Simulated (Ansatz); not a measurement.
# CH₆FNOSi: one species, many methods

An exercise on one series of results from a longer session: the logs are not shown, and one member is left open.

Program: Ansatz 0.2.0, Gaussian basis. Level of theory: functionals in def2-TZVPP, the program's frozen cores in correlated methods. These are calculated values, not measurements.

Plan: PBE-D4, r2SCAN-D4, PBE0-D4, B3LYP-D4, ωB97X-V, ωB97M-V, B2PLYP; CCSD(T)/def2-TZVPP; MP2/def2-QZVPP; extrapolation to the limit.

### The geometry

All runs share one geometry, relaxed beforehand with PBE0-D4 in a triple-zeta def2 set.

SMILES `NC(F)[SiH2]O`, 11 atoms, charge 0, spin multiplicity 1.

Atoms are counted from 1 here; the program's logs count them from 0.

Bond lengths: N1–C2 1.400 Å, N1–H6 1.011 Å, N1–H7 1.010 Å, C2–F3 1.431 Å, C2–Si4 1.895 Å, C2–H8 1.094 Å, Si4–O5 1.645 Å, Si4–H9 1.491 Å, Si4–H10 1.486 Å, O5–H11 0.957 Å. Angles: C2–N1–H6 114.1°, C2–N1–H7 113.9°, H6–N1–H7 110.5°, N1–C2–F3 112.9°, N1–C2–Si4 112.5°, N1–C2–H8 109.3°, F3–C2–Si4 105.4°, F3–C2–H8 105.0°, Si4–C2–H8 111.5°, C2–Si4–O5 106.8°, C2–Si4–H9 107.7°, C2–Si4–H10 109.9°, O5–Si4–H9 112.0°, O5–Si4–H10 111.2°, H9–Si4–H10 109.1°, Si4–O5–H11 118.4°.

The first run:

Contents of in.yaml:

```yaml
crystal:
  periodic: [false, false, false]
  atoms:
    - {symbol: N, position_ang: [-0.827961, -0.851461, 1.192234]}
    - {symbol: C, position_ang: [0.337674, -0.735850, 0.425453]}
    - {symbol: F, position_ang: [1.521867, -0.638876, 1.222893]}
    - {symbol: Si, position_ang: [0.338381, 0.813841, -0.665744]}
    - {symbol: O, position_ang: [-0.738163, 0.541128, -1.879592]}
    - {symbol: H, position_ang: [-0.872918, -1.692608, 1.750754]}
    - {symbol: H, position_ang: [-1.025831, -0.039714, 1.759661]}
    - {symbol: H, position_ang: [0.470707, -1.644479, -0.169176]}
    - {symbol: H, position_ang: [-0.062842, 1.969500, 0.187117]}
    - {symbol: H, position_ang: [1.703644, 1.053870, -1.200864]}
    - {symbol: H, position_ang: [-0.779055, 1.167749, -2.602136]}
basis:
  gaussian: {orbitals: def2-TZVPP}
hamiltonian: {xc: pbe, dispersion: d4}
output: {forces: true, orbitals: {seedname: orbitals}}
```

Started as:

```bash
$ ansatz run in.yaml --threads 4 --pin off --events-out ev --progress --plain --max-ram 10444MiB
```

Steps of the session up to this table: PBE-D4 (GGA); r2SCAN-D4 (meta-GGA); PBE0-D4 (hybrid); B3LYP-D4 (hybrid); ωB97X-V (range-separated); ωB97M-V (range-separated); B2PLYP (double hybrid); CCSD(T) in def2-TZVPP; MP2 in def2-QZVPP.

One of the session's tables, all rows but one given; the rest of the session is left out.

It belongs to the step «Atomisation energies». 

```
            method  atomisation energy (kJ/mol)
            PBE-D4                       4016.9
         r2SCAN-D4                       3935.0
           PBE0-D4                       3920.3
          B3LYP-D4                       3941.4
           ωB97X-V                       3960.8
           ωB97M-V                       3957.9
            B2PLYP                            ?
     HF/def2-TZVPP                       2740.8
    MP2/def2-TZVPP                       3896.8
   CCSD/def2-TZVPP                       3764.3
CCSD(T)/def2-TZVPP                       3824.9
           MP2/CBS                       4020.6
       CCSD(T)/CBS                       3948.7
```

Q: Estimate the row for B2PLYP from the others.

As computed: atomisation energy (kJ/mol): 3897.1. In the column «atomisation energy (kJ/mol)» it lies between MP2/def2-TZVPP (3896.8) and PBE0-D4 (3920.3).
